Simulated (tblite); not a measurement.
# BeF3GaH2: the cost of one run

Programs: tblite 0.8.0 and PySCF 2.14.0. All values are calculated, for the isolated system unless a continuum is named. Atoms count from 0, parts from 1.

## 1. Starting point

7 atoms, charge 0, multiplicity 1; geometry: rigid parts in contact. Parts: 1 = atoms 0–3, `[F][Ga]([F])[F]`, charge 0; 2 = atoms 4–6, `[BeH2]`, charge 0.

## 2. Bringing the parts together with GFN2-xTB

What the job is given:

```
{"job": {"kind": "dock", "xc": "GFN2-xTB", "basis": "xTB"}, "charge": 0, "multiplicity": 1, "parts": [{"atoms": "0-3", "charge": 0, "multiplicity": 1}, {"atoms": "4-6", "charge": 0, "multiplicity": 1}]}
F     -0.698032    -1.267656     0.955267
Ga     0.000124    -0.002078     0.000302
F      1.293285    -0.348574    -1.099311
F     -0.595377     1.618308     0.143743
Be     0.048499     3.065824    -1.415828
H     -1.012796     3.753826    -1.224104
H      1.109991     2.377997    -1.607559
```

Level: GFN2-xTB search for minima from random contacts, gas phase.

Command:

```sh
OMP_NUM_THREADS=1 python cluster_run.py task.json out
```

This one command runs all jobs of the session in turn.

**Question.** How long does this first job take on 1 thread of Arm Neoverse V1, shared host?

About 2.9 s.
